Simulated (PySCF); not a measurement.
# Cl4Sn (SnCl4): the cost of one run

Computed with PySCF 2.14.0 and routines of our own; the level stands in each step. Atoms count from 0.

5 further runs of the same task are left out: 3 for a basis unfit for spin-orbit shieldings, 2 for a known fault of the program.

## (1) The starting structure

5 atoms, charge 0, multiplicity 1; geometry from: GFN2-xTB.

## (2) Relaxing the molecule at PBE0-D3(BJ)/def2-SVP

The job: settings as JSON, then the geometry in Å.

```
{"job": {"xc": "PBE0", "basis": "def2-SVP", "d3": "d3bj", "grid": 1, "maxiter": 30, "shake": 0.03, "kind": "geom"}, "charge": 0, "multiplicity": 1}
Sn     0.059930    -0.075840     0.011360
Cl    -0.006120    -0.031490     2.311030
Cl     2.120820     0.003220    -0.808040
Cl    -1.000330     1.901680    -0.763820
Cl    -1.099450    -1.908050    -0.812650
```

Run with:

```bash
> OMP_NUM_THREADS=1 python heavy_run.py task.json out
```

The driver reads the jobs from task.json and runs them one after another.

**Question.** How long does this first job take on 1 thread of Intel Xeon Platinum 8488C, shared host, and how much memory does it need?

About 45 s, with a peak of 0.41 GiB.
